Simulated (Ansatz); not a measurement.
# NbRu3: the cost of one run

Computed with Ansatz 0.2.0 (DFT LDA, scalar-relativistic, unless a step's input says otherwise).

## (1) The starting structure

The structure is cubic, space group Pm-3m (No. 221). Conventional cell: a = 3.880 Å, b = 3.880 Å, c = 3.880 Å, α = 90.00°, β = 90.00°, γ = 90.00°. Around Nb (site symmetry m-3m) lie 12 Ru at 2.74 Å. Around Ru (site symmetry 4/mmm) lie 4 Nb at 2.74 Å and 8 Ru at 2.74 Å.

Coordinates:

```
Nb Ru
1.0
     3.88000    0.00000    0.00000
     0.00000    3.88000    0.00000
     0.00000    0.00000    3.88000
Nb Ru
1 3
Direct
  0.00000 0.00000 0.00000
  0.00000 0.50000 0.50000
  0.50000 0.00000 0.50000
  0.50000 0.50000 0.00000
```

Atoms are numbered in the order of the input: Nb1, Ru2, Ru3, Ru4.

## (2) The deformed structure

Space group Pm-3m before, P4/mmm after.

## (3) LAPW, all electrons

Input file input.yaml:

```yaml
crystal:
  lattice:
    - [3.88, 0.0, 0.0]
    - [0.0, 3.88, 0.0]
    - [0.0, 0.0, 3.8024]
  atoms:
    - { symbol: Nb, position: [0.0, 0.0, 0.0] }
    - { symbol: Ru, position: [0.0, 0.5, 0.5] }
    - { symbol: Ru, position: [0.5, 0.0, 0.5] }
    - { symbol: Ru, position: [0.5, 0.5, 0.0] }
kpoints:
  mp_grid: { grid: [9, 9, 9] }
  band_path:
    path:
      - [0.0, 0.0, 0.0]
      - [0.0, 0.5, 0.0]
      - [0.5, 0.5, 0.0]
      - [0.0, 0.0, 0.0]
      - [0.0, 0.0, 0.5]
      - [0.0, 0.5, 0.5]
      - [0.5, 0.5, 0.5]
      - [0.0, 0.0, 0.5]
      - [0.0, 0.5, 0.0]
    npoints: 5
scf:
  occupations: { method: fermi_dirac, width: 0.05 }
hamiltonian:
  xc: lda
  pseudopotentials: { kind: all_electron, lapw: { basis_error: 0.001 } }
output:
  forces: true
  stress: true
  eigenvalues: true
```

Command:

```console
> ansatz run input.yaml --threads 1 --pin off --max-ram 4096MiB --backend cpu --events-out ev --progress --plain --runs-dir out
```

Q: Estimate wall time and peak memory on 1 thread of Arm Neoverse V1, shared host.

About 2.9 min, with a peak of 0.86 GiB.
